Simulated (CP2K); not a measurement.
# Sb in CP2K: settings compared, part 2 of 2

CP2K 2026.2.

## (4) Single point, r2SCAN+D4

Input file sb_scf.inp:

```
&GLOBAL
  PROJECT sb_scf
  RUN_TYPE ENERGY_FORCE
  PRINT_LEVEL LOW
&END GLOBAL
&FORCE_EVAL
  METHOD QS
  &DFT
    BASIS_SET_FILE_NAME BASIS_MOLOPT_UZH
    POTENTIAL_FILE_NAME POTENTIAL_UZH
    &MGRID
      CUTOFF 675
      REL_CUTOFF 60
      NGRIDS 4
    &END MGRID
    &QS
      METHOD GPW
      EPS_DEFAULT 1.0E-9
    &END QS
    &KPOINTS
      SCHEME MONKHORST-PACK 7 7 1
      GAMMA_CENTERED T
      SYMMETRY T
      SYMMETRY_BACKEND SPGLIB
    &END KPOINTS
    &SCF
      SCF_GUESS ATOMIC
      EPS_SCF 1.0E-6
      MAX_SCF 100
      ADDED_MOS 14
      CHOLESKY OFF
      EPS_EIGVAL 1.0E-7
      &DIAGONALIZATION ON
        ALGORITHM STANDARD
      &END DIAGONALIZATION
      &MIXING ON
        METHOD BROYDEN_MIXING
        ALPHA 0.2
        BETA 1.5
        NBUFFER 8
      &END MIXING
      &SMEAR ON
        METHOD FERMI_DIRAC
        ELECTRONIC_TEMPERATURE [K] 580.226
      &END SMEAR
    &END SCF
    &XC
      &XC_FUNCTIONAL
        &MGGA_X_R2SCAN
        &END MGGA_X_R2SCAN
        &MGGA_C_R2SCAN
        &END MGGA_C_R2SCAN
      &END XC_FUNCTIONAL
      &VDW_POTENTIAL
        POTENTIAL_TYPE PAIR_POTENTIAL
        &PAIR_POTENTIAL
          TYPE DFTD4
          REFERENCE_FUNCTIONAL r2SCAN
          D4_CUTOFF 20
        &END PAIR_POTENTIAL
      &END VDW_POTENTIAL
    &END XC
    &PRINT
      &KPOINTS ON
      &END KPOINTS
      &MULLIKEN ON
      &END MULLIKEN
      &MO ON
        ENERGIES T
        OCCUPATION_NUMBERS T
        &EACH
          QS_SCF 0
        &END EACH
        ADD_LAST NUMERIC
      &END MO
    &END PRINT
  &END DFT
  &SUBSYS
    &CELL
      A 3.1600000000 0.0000000000 0.0000000000
      B 0.0000000000 3.1600000000 0.0000000000
      C 0.0000000000 0.0000000000 24.4800000000
      PERIODIC XYZ
    &END CELL
    &COORD
      Sb  0.0000000000 0.0000000000 7.5000000000
      Sb  0.0000000000 0.0000000000 10.6600000000
      Sb  0.0000000000 0.0000000000 13.8200000000
      Sb  0.0000000000 0.0000000000 16.9800000000
    &END COORD
    &KIND Sb
      BASIS_SET TZVP-MOLOPT-SCAN-GTH-q5
      POTENTIAL GTH-SCAN-q5
    &END KIND
    &PRINT
      &ATOMIC_COORDINATES ON
      &END ATOMIC_COORDINATES
      &CELL ON
      &END CELL
      &SYMMETRY ON
      &END SYMMETRY
    &END PRINT
  &END SUBSYS
  &PRINT
    &FORCES ON
    &END FORCES
  &END PRINT
&END FORCE_EVAL
```

Potentials or basis: POTENTIAL_UZH Sb GTH-SCAN-q5; TZVP-MOLOPT-SCAN-GTH basis.

Run with:

```sh
> OMP_NUM_THREADS=1 mpirun -n 4 cp2k.psmp -i sb_scf.inp -o sb_scf.out
```

sb_scf.out:

```text

 CP2K| version string:                                       CP2K version 2026.2
 CP2K| Input file name                                                sb_scf.inp

 GLOBAL| Force Environment number                                              1
 GLOBAL| Basis set file name                                    BASIS_MOLOPT_UZH
 GLOBAL| Potential file name                                       POTENTIAL_UZH
 GLOBAL| MM Potential file name                                     MM_POTENTIAL
 GLOBAL| Coordinate file name                                      __STD_INPUT__
 GLOBAL| Method name                                                        CP2K
 GLOBAL| Project name                                                     sb_scf
 GLOBAL| Run type                                                   ENERGY_FORCE
 GLOBAL| FFT library                                                       FFTW3
 GLOBAL| Diagonalization library                                       ScaLAPACK
 GLOBAL| Cholesky decomposition library                                ScaLAPACK
 GLOBAL| DGEMM library                                                      BLAS
 GLOBAL| Direct generalized diagonalization requested                          F
 GLOBAL| Matrix multiplication library                                 ScaLAPACK
 GLOBAL| Global print level                                                  LOW
 GLOBAL| Total number of message passing processes                             4
 GLOBAL| Number of threads for this process                                    1
 GLOBAL| CPU model name           Intel(R) Xeon(R) Platinum 8259CL CPU @ 2.50GHz

 CELL| Volume [angstrom^3]:                                           244.447488
 CELL| Vector a [angstrom]:       3.160     0.000     0.000   |a| =     3.160000
 CELL| Vector b [angstrom]:       0.000     3.160     0.000   |b| =     3.160000
 CELL| Vector c [angstrom]:       0.000     0.000    24.480   |c| =    24.480000
 CELL| Angle (b,c), alpha [degree]:                                    90.000000
 CELL| Angle (a,c), beta  [degree]:                                    90.000000
 CELL| Angle (a,b), gamma [degree]:                                    90.000000
 CELL| Numerically orthorhombic:                                             YES
 CELL| Periodicity                                                           XYZ

 CELL_REF| Volume [angstrom^3]:                                       244.447488
 CELL_REF| Vector a [angstrom     3.160     0.000     0.000   |a| =     3.160000
 CELL_REF| Vector b [angstrom     0.000     3.160     0.000   |b| =     3.160000
 CELL_REF| Vector c [angstrom     0.000     0.000    24.480   |c| =    24.480000
 CELL_REF| Angle (b,c), alpha [degree]:                                90.000000
 CELL_REF| Angle (a,c), beta  [degree]:                                90.000000
 CELL_REF| Angle (a,b), gamma [degree]:                                90.000000
 CELL_REF| Numerically orthorhombic:                                         YES
 CELL_REF| Periodicity                                                       XYZ

[... 8 lines left out ...]
 TOTAL NUMBERS AND MAXIMUM NUMBERS

  Total number of            - Atomic kinds:                                   1
                             - Atoms:                                          4
                             - Shell sets:                                     4
                             - Shells:                                        28
                             - Primitive Cartesian functions:                 16
                             - Cartesian basis functions:                     72
                             - Spherical basis functions:                     68

  Maximum angular momentum of- Orbital basis functions:                        2
[... 54 lines left out ...]
 BRILLOUIN|     1           0.08163       -0.42857       -0.42857        0.00000
 BRILLOUIN|     2           0.16327       -0.42857       -0.28571        0.00000
 BRILLOUIN|     3           0.16327       -0.42857       -0.14286        0.00000
 BRILLOUIN|     4           0.08163       -0.42857        0.00000        0.00000
 BRILLOUIN|     5           0.08163       -0.28571       -0.28571        0.00000
 BRILLOUIN|     6           0.16327       -0.28571       -0.14286        0.00000
 BRILLOUIN|     7           0.08163       -0.28571        0.00000        0.00000
 BRILLOUIN|     8           0.08163       -0.14286       -0.14286        0.00000
 BRILLOUIN|     9           0.08163       -0.14286        0.00000        0.00000
 BRILLOUIN|    10           0.02041        0.00000        0.00000        0.00000
 *******************************************************************************

 Extrapolation method: initial_guess

 Number of electrons:                                                         20
 Number of occupied orbitals:                                                 10
 Number of molecular orbitals:                                                24

 Number of orbital functions:                                                 68
 Number of independent orbital functions:                                     68

 SCF WAVEFUNCTION OPTIMIZATION

  Step     Update method      Time    Convergence         Total energy    Change
  ------------------------------------------------------------------------------
     1 NoMix/Diag. 0.20E+00    0.7     0.65034402       -22.2845656117 -2.23E+01
     2 Broy./Diag. 0.20E+00    1.0     0.01028796       -22.5099953599 -2.25E-01
     3 Broy./Diag. 0.20E+00    0.9     0.03800779       -22.3248119381  1.85E-01
     4 Broy./Diag. 0.20E+00    0.9     0.00561525       -22.3200513153  4.76E-03
     5 Broy./Diag. 0.20E+00    0.9     0.01952621       -22.2768059389  4.32E-02
     6 Broy./Diag. 0.20E+00    0.9     0.00336763       -22.2675660807  9.24E-03
     7 Broy./Diag. 0.20E+00    0.9     0.00314888       -22.2469482535  2.06E-02
     8 Broy./Diag. 0.20E+00    0.9     0.00037459       -22.2441010391  2.85E-03
     9 Broy./Diag. 0.20E+00    0.9     0.00056032       -22.2442115648 -1.11E-04
    10 Broy./Diag. 0.20E+00    0.9     0.00007133       -22.2448294370 -6.18E-04
    11 Broy./Diag. 0.20E+00    1.0     0.00046098       -22.2455883767 -7.59E-04
[... 7 lines left out ...]
    19 Broy./Diag. 0.20E+00    1.0     0.00002659       -22.2464575471  4.78E-05
    20 Broy./Diag. 0.20E+00    0.9     0.00001140       -22.2463801965  7.74E-05
    21 Broy./Diag. 0.20E+00    1.0     0.00000802       -22.2463587960  2.14E-05
    22 Broy./Diag. 0.20E+00    0.9     0.00000830       -22.2463850275 -2.62E-05
    23 Broy./Diag. 0.20E+00    1.0     0.00000424       -22.2464004370 -1.54E-05
    24 Broy./Diag. 0.20E+00    1.0     0.00000483       -22.2464055169 -5.08E-06
    25 Broy./Diag. 0.20E+00    1.1     0.00000216       -22.2464131562 -7.64E-06
    26 Broy./Diag. 0.20E+00    1.0     0.00000181       -22.2464164757 -3.32E-06
    27 Broy./Diag. 0.20E+00    1.0     0.00000107       -22.2464161526  3.23E-07
    28 Broy./Diag. 0.20E+00    0.9     0.00000072       -22.2464151703  9.82E-07

  *** SCF run converged in    28 steps ***

  Electronic density on regular grids:        -20.0000000063       -0.0000000063
  Core density on regular grids:               19.9999999332       -0.0000000668
  Total charge density on r-space grids:       -0.0000000731
  Total charge density g-space grids:          -0.0000000731

  Overlap energy of the core charge distribution:               0.00000000003039
  Self energy of the core charge distribution:                -48.01769510575006
  Core Hamiltonian energy:                                      9.64098545582973
  Hartree energy:                                              21.63199663131884
  Exchange-correlation energy:                                 -5.48234599486730
  Dispersion energy:                                           -0.01901803011829
  Electronic entropic energy:                                  -0.00033812548436
  Fermi energy:                                                -0.00208556667472

  Total energy:                                               -22.24641517033825
  Total energy (extrapolated to T->0):                        -22.24624610759607

 MO| EIGENVALUES AND OCCUPATION NUMBERS FOR K POINT 1
 MO|
 MO|  Index      Eigenvalue [a.u.]        Eigenvalue [eV]             Occupation
 MO|      1              -0.286731              -7.802339               2.000000
 MO|      2              -0.266914              -7.263090               2.000000
 MO|      3              -0.237858              -6.472448               2.000000
 MO|      4              -0.207844              -5.655710               2.000000
 MO|      5              -0.109599              -2.982344               2.000000
 MO|      6              -0.103730              -2.822646               2.000000
[... 136 lines left out ...]
 MO|     23               0.375351              10.213811               0.000000
 MO|     24               0.389197              10.590590               0.000000
 MO| Sum:                                                              23.493118
 MO| E(Fermi):           -0.002086 a.u.         -0.056751 eV

 !-----------------------------------------------------------------------------!
                     Mulliken Population Analysis

 #  Atom  Element  Kind  Atomic population                           Net charge
       1     Sb       1          4.977879                              0.022121
       2     Sb       1          5.022119                             -0.022119
       3     Sb       1          5.022120                             -0.022120
       4     Sb       1          4.977882                              0.022118
 # Total charge                             20.000000                  0.000000

 !-----------------------------------------------------------------------------!

 ENERGY| Total FORCE_EVAL ( QS ) energy [hartree]            -22.246414833754280

 FORCES| Atomic forces [hartree/bohr]
 FORCES|   Atom     x               y               z               |f|
 FORCES|      1 -2.77527114E-10 -2.82452384E-10  1.39563682E-02   1.39563682E-02
 FORCES|      2 -3.00563065E-10 -2.95449733E-10 -1.15602615E-02   1.15602615E-02
 FORCES|      3 -2.97667844E-10 -2.93001904E-10  1.15602325E-02   1.15602325E-02
 FORCES|      4 -2.74707588E-10 -2.79574977E-10 -1.39563392E-02   1.39563392E-02
 FORCES| Sum    -1.15046561E-09 -1.15047900E-09  2.86849017E-11
 FORCES| Total atomic force                                       1.62726638E-09
```

Wall time 30 s (4 MPI ranks of Intel Xeon Platinum 8259CL at 2.50GHz (Skylake/Cascade Lake), shared host).

What came out:

```
Free energy            : -605.3557 eV
Largest force          : 0.718 eV/Å
Band gap on the k mesh : none (metal or under the smearing width)
```

Forces on the atoms (eV/Å):
```
Sb   0.000  0.000  0.718
Sb   0.000  0.000 -0.594
Sb   0.000  0.000  0.594
Sb   0.000  0.000 -0.718
```

Caveat: meta-GGAs are noisy in the vacuum on a uniform grid, which can shift empty levels and the work function; the basis of atomic orbitals isn't converged, which shifts pressures, moduli and gaps. The run has no spin-orbit coupling, so splittings on Sb are missing.

## (5) Single point, r2SCAN+rVV10

Changes to sb_scf.inp since step 4:

```diff
@@ -54,8 +54,9 @@
       &VDW_POTENTIAL
-        POTENTIAL_TYPE PAIR_POTENTIAL
-        &PAIR_POTENTIAL
-          TYPE DFTD4
-          REFERENCE_FUNCTIONAL r2SCAN
-          D4_CUTOFF 20
-        &END PAIR_POTENTIAL
+        POTENTIAL_TYPE NON_LOCAL
+        &NON_LOCAL
+          TYPE RVV10
+          PARAMETERS 11.95 0.0093
+          KERNEL_FILE_NAME rVV10_kernel_table.dat
+          CUTOFF 300
+        &END NON_LOCAL
       &END VDW_POTENTIAL
```

Run with:

```sh
> OMP_NUM_THREADS=1 mpirun -n 4 cp2k.psmp -i sb_scf.inp -o sb_scf.out
```

Wall time 42 s (4 MPI ranks of Intel Xeon Platinum 8259CL at 2.50GHz (Skylake/Cascade Lake), shared host).

The run converged. Its results:

```yaml
Free_energy: -604.5304 eV
Largest_force: 0.692 eV/Å
Band_gap_on_the_k_mesh: none (metal or under the smearing width)
```

Forces in eV/Å, atoms in the order of the input:
```
Sb   0.000  0.000  0.692
Sb   0.000  0.000 -0.597
Sb   0.000  0.000  0.597
Sb   0.000  0.000 -0.692
```

Caveat: meta-GGAs are noisy in the vacuum on a uniform grid, which can shift empty levels and the work function; the basis of atomic orbitals isn't converged, which shifts pressures, moduli and gaps. Spin-orbit coupling is left out, which matters for the levels of Sb.

## (6) Single point, r2SCAN+D3(BJ)+ATM

Changes to sb_scf.inp since step 5:

```diff
@@ -54,9 +54,12 @@
       &VDW_POTENTIAL
-        POTENTIAL_TYPE NON_LOCAL
-        &NON_LOCAL
-          TYPE RVV10
-          PARAMETERS 11.95 0.0093
-          KERNEL_FILE_NAME rVV10_kernel_table.dat
-          CUTOFF 300
-        &END NON_LOCAL
+        POTENTIAL_TYPE PAIR_POTENTIAL
+        &PAIR_POTENTIAL
+          TYPE DFTD3(BJ)
+          REFERENCE_FUNCTIONAL r2SCAN
+          PARAMETER_FILE_NAME dftd3.dat
+          R_CUTOFF 20
+          CALCULATE_C9_TERM T
+          REFERENCE_C9_TERM T
+          D3_REFERENCE_CODE T
+        &END PAIR_POTENTIAL
       &END VDW_POTENTIAL
```

Potentials or basis: POTENTIAL_UZH Sb GTH-SCAN-q5; TZVP-MOLOPT-SCAN-GTH basis.

Run with:

```sh
> OMP_NUM_THREADS=1 mpirun -n 4 cp2k.psmp -i sb_scf.inp -o sb_scf.out
```

Wall time 31 s (4 MPI ranks of Intel Xeon Platinum 8259CL at 2.50GHz (Skylake/Cascade Lake), shared host).

It converged, with:

| Property | Result |
| --- | --- |
| Free energy | -605.4602 eV |
| Largest force | 0.724 eV/Å |
| Band gap on the k mesh | none (metal or under the smearing width) |

Forces on the atoms (eV/Å):
```
Sb   0.000  0.000  0.724
Sb   0.000  0.000 -0.593
Sb   0.000  0.000  0.593
Sb   0.000  0.000 -0.724
```

Caveat: meta-GGAs are noisy in the vacuum on a uniform grid, which can shift empty levels and the work function; the basis of atomic orbitals isn't converged, which shifts pressures, moduli and gaps. The run has no spin-orbit coupling, so splittings on Sb are missing.

## (7) Overview

```tsv
level	D3 from the s-dftd3 library (D3_REFERENCE_CODE)	cutoff radius of the dispersion sum (A)	cutoff of the non-local correlation (Ry)	gap on the mesh (eV)	largest force (eV/Å)
r2SCAN	-	-	-	none	0.69
r2SCAN+D3(BJ)	yes	20	-	none	0.73
r2SCAN+D4	-	20	-	none	0.72
r2SCAN+rVV10	-	-	300	none	0.69
r2SCAN+D3(BJ)+ATM	yes	20	-	none	0.72
```

Alike in all rows: task single point; potentials or basis POTENTIAL_UZH Sb GTH-SCAN-q5; TZVP-MOLOPT-SCAN-GTH basis; no spin polarisation; cell as given; k mesh 7 × 7 × 1; smearing fermi-dirac 0.05 eV.

Caveats: meta-GGAs are noisy in the vacuum on a uniform grid, which can shift empty levels and the work function; the basis of atomic orbitals isn't converged, which shifts pressures, moduli and gaps.

Absolute energies hang on the potentials; compare differences alone.
